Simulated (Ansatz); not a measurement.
# BiTe (Fm-3m): equation of state with a fit, by script

The task is an equation of state with a fit, for BiTe (Fm-3m).

Program: Ansatz 0.2.0, driven from Python. Level of theory: DFT PBE, plane waves, PAW. These are calculated values, not measurements.

## Step 1: The structure

It takes space group Fm-3m (No. 225, cubic). Conventional cell: a = 6.470 Å, b = 6.470 Å, c = 6.470 Å, α = 90.00°, β = 90.00°, γ = 90.00°. Bi (site symmetry m-3m) is surrounded by 6 Te at 3.23 Å. Te (site symmetry m-3m) is surrounded by 6 Bi at 3.23 Å.

The script holds or builds the structure itself.

## Step 2: The code

File eos.py:

```python
"""Bulk modulus of BiTe from an E(V) curve."""

import warnings

import ansatz as az
from ase.eos import EquationOfState
from ase.units import GPa
import numpy as np

vectors0 = np.array([
    [0.0, 3.235, 3.235],
    [3.235, 0.0, 3.235],
    [3.235, 3.235, 0.0],
])
sites = [
    ("Bi", [0.0, 0.0, 0.0]),
    ("Te", [0.5, 0.5, 0.5]),
]


def make_crystal(cell):
    crystal = az.Crystal(lattice=az.Lattice.of(cell))
    for symbol, position in sites:
        crystal = crystal.atom(symbol, position)
    return crystal

warnings.simplefilter("ignore", az.DeckWarning)

# uniform scaling of the cell
volumes, energies, pressures = [], [], []
for scale in np.linspace(0.9, 1.1, 9):
    cell = vectors0 * scale ** (1 / 3)
    job = (
        make_crystal(cell).calculation()
        .functional(az.Functional.PBE)
        .scf(tolerance=1e-08)
        .occupations("Fermi-Dirac", width=0.1)
        .basis(16 * az.Ha)
        .kpoints(6, 6, 6)
        .stress()
    )
    report = job.run(threads=1).report
    volumes.append(abs(np.linalg.det(cell)) / len(sites))
    energies.append(report["free_energy_ev"] / len(sites))
    pressures.append(np.trace(report["stress_gpa"]) / 3)
    print(f"V = {volumes[-1]:8.4f} A^3/atom  F = {energies[-1]:.5f} eV/atom  P = {pressures[-1]:8.3f} GPa")

eos = EquationOfState(volumes, energies, eos="birchmurnaghan")
v0, e0, bulk = eos.fit()
print(f"V0 = {v0:.4f} A^3/atom, E0 = {e0:.5f} eV/atom, B = {bulk / GPa:.1f} GPa")
eos.plot("eos.png")
```

## Step 3: The input behind the calls

The package turns the script's settings into the engine's input (first run):

```yaml
crystal:
  lattice:
    - [0.0, 3.123358159199212, 3.123358159199212]
    - [3.123358159199212, 0.0, 3.123358159199212]
    - [3.123358159199212, 3.123358159199212, 0.0]
  atoms:
    - { symbol: Bi, position: [0.0, 0.0, 0.0] }
    - { symbol: Te, position: [0.5, 0.5, 0.5] }
basis:
  ecutwfc: 435.382179935808
kpoints:
  mp_grid:
    grid: [6, 6, 6]
hamiltonian:
  xc: pbe
scf:
  convergence:
    dr2_threshold: 1.0e-08
  occupations:
    method: fermi_dirac
    width: 0.1
output:
  stress: true
```

## Step 4: Launch

Run with:

```
python eos.py
```

**Question.** Estimate the equilibrium volume and the bulk modulus.

**Answer**, as computed:

| quantity | value |
| --- | --- |
| runs compared | 9 |
| range of energy | 83.92 meV/atom |
| lowest point, volume (Å³/atom) | 34.701 |
| equilibrium volume (fit) | 34.47 Å³/atom |
| bulk modulus (fit) | 46 GPa |

What this shows: A third-order Birch-Murnaghan fit through the 9 points has its minimum at 34.47 Å³ an atom, 1.8 % above the typed cell, with a bulk modulus of 46 GPa and dB/dP = 4.5. From that minimum the energy rises by 84.1 meV an atom on the compressed side and 28.0 meV on the expanded side. Notes:
- For a metal this k-point mesh is coarse: on a finer one energies can move by several to tens of meV an atom and pressures by half a GPa or more, differences at one mesh by less.
- The program warned that this SCF threshold is loose for forces or stresses.
- Pressure is positive in compression.
- Spin-orbit coupling, which matters for elements this heavy, is left out.
